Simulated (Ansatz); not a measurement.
# Zr: which structure wins at one pressure

Aim: bring Zr in several structures (hcp, sc, diamond, beta tin) to one pressure and rank them by enthalpy. The pressure is set by scaling the first phase. The runs shown use LAPW. Companion runs by PAW are cited.

Computed with Ansatz 0.2.0 (DFT, LDA, all-electron LAPW, scalar-relativistic, unless a step's input says otherwise).

## 1. Starting point

Symmetry: P6_3/mmc, No. 194, hexagonal system. The conventional cell has a = 2.414 Å, b = 2.414 Å, c = 4.334 Å, α = 90.00°, β = 90.00°, γ = 120.00°. Zr (site symmetry -6m2) has 12 Zr at 2.41 to 2.58 Å in its first shell of neighbours.

Coordinates:

```
CELL_PARAMETERS angstrom
2.41412 0.00000 0.00000
-1.20706 2.09069 0.00000
0.00000 0.00000 4.33444
ATOMIC_POSITIONS crystal
Zr 0.33333 0.66667 0.25000
Zr 0.66667 0.33333 0.75000
```

Atoms are numbered in the order of the input: Zr1, Zr2.

## 2. Hcp relaxed under pressure, LAPW

Contents of input.yaml:

```yaml
crystal:
  lattice:
    - [2.4141242661, 0.0, 0.0]
    - [-1.2070621331, 2.0906929424, 0.0]
    - [0.0, 0.0, 4.3344425386]
  atoms:
    - { symbol: Zr, position: [0.3333333333, 0.6666666667, 0.25] }
    - { symbol: Zr, position: [0.6666666667, 0.3333333333, 0.75] }
kpoints:
  mp_grid: { grid: [18, 18, 10] }
scf:
  occupations: { method: fermi_dirac, width: 0.1 }
hamiltonian:
  xc: lda
  pseudopotentials: { kind: all_electron, lapw: { basis_error: 0.0005 } }
output:
  forces: true
  stress: true
  eigenvalues: true
relax:
  f_tol: 0.005
  max_steps: 12
  cell: { p_target: 220.0, stress_tol: 0.11 }
```

On the command line:

```sh
ansatz run input.yaml --threads 1 --pin off --max-ram 3584MiB --backend cpu --events-out ev --progress --plain --runs-dir out
```

Further steps of the session: Sc relaxed under pressure, LAPW; Diamond relaxed under pressure, LAPW; Beta tin relaxed under pressure, LAPW.

**Question.** What will these runs give? Wanted: pressure; lowest (for each run or level that gives them).

**Answer**, as computed:

| quantity | value |
| --- | --- |
| pressure | 220 GPa |
| lowest (LAPW) | hcp, 588.2 meV/atom under beta tin |
| lowest (PAW) | hcp, 586.7 meV/atom under beta tin |

By LAPW the order is hcp < beta tin < sc < diamond. By PAW the order is hcp < beta tin < sc < diamond. The methods agree on the lowest phase. Only these structures were tried, with electrons smeared by 0.1 eV and without vibrations, so the true ground state may be another. The k meshes differ between phases and weren't tested, which can move differences by some meV.
